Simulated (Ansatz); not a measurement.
**LiBr+ (doublet): the correlation ladder, cc-pVTZ**

An exercise on one series of results from a longer session: the logs are not shown, and one member is left open.

Computed with Ansatz 0.2.0, Gaussian basis. Level: cc-pVTZ, core rule «outside noble gas», up to 15 orbitals frozen.

The runs, in order: UHF; CCSD(T) on ROHF; CCSD(T) on UHF; BCCD(T) on ROHF; CISD as a restricted active space (open shells left free, so some higher excitations enter); CCSDT(Q) on ROHF; CCSDT(Q) on UHF.

12 further runs of the same task are left out: 4 for a known fault of the program, 4 that didn't finish, 4 set aside as unsound or not needed. Runs told in other sessions of the task aren't counted.

## The system

The geometry is a PBE0/def2-TZVP stationary point (not a proven minimum). No spin-orbit coupling is included. The filled d shell of Br may be among the frozen orbitals whatever the setting's name suggests.

2 atoms, charge 1, spin multiplicity 2.

Atoms are counted from 1 here; the program's logs count them from 0.

Bond lengths: Br1–Li2 2.512 Å.

Set-up of the first run:

File in.yaml:

```yaml
crystal:
  periodic: [false, false, false]
  atoms:
    - {symbol: Br, position_ang: [0.000000, 0.000000, 0.000000]}
    - {symbol: Li, position_ang: [0.000000, 0.000000, 2.512400]}
basis:
  gaussian: {orbitals: cc-pVTZ}
total_charge: 1
magnetization: {spin_polarized: true, initial_magnetization: 1}
hamiltonian: {xc: hf}
output: {orbitals: {seedname: orbitals}}
```

On the command line:

```
$ ansatz run in.yaml --threads 1 --pin off --events-out ev --progress --plain --max-ram 2393MiB
```

Steps of the session up to this table: UHF; CCSD(T) on ROHF; CCSD(T) on UHF; BCCD(T) on ROHF; CISD as a restricted active space (open shells left free, so some higher excitations enter); CCSDT(Q) on ROHF; CCSDT(Q) on UHF.

One table of the session follows, with a row left open; its other results are not shown here.

It belongs to the step «Misses and costs». 

| method | from UCCSDT(Q) (meV) |
| --- | --- |
| ROHF | ? |
| UHF | +4333.5 |
| RMP2 | +663.8 |
| UMP2 | +682.9 |
| CISD | +300.8 |
| RCCSD | +152.5 |
| UCCSD | +146.5 |
| RCCSD(T) | +21.4 |
| UCCSD(T) | +18.9 |
| BCCD(T) | +21.6 |
| RCCSDT | +6.4 |
| UCCSDT | +3.3 |
| RCCSDT(Q) | +2.9 |
| UCCSDT(Q) | 0 |

**Question.** Estimate the row for ROHF.

The run gave: from UCCSDT(Q) (meV): +4467.6. In the column «from UCCSDT(Q) (meV)» it is the highest.

Caveats from the session: Restricted and unrestricted rows rest on different reference determinants; a gap between their highest levels can come from leftover correlation error, from unlike frozen cores or from another state.
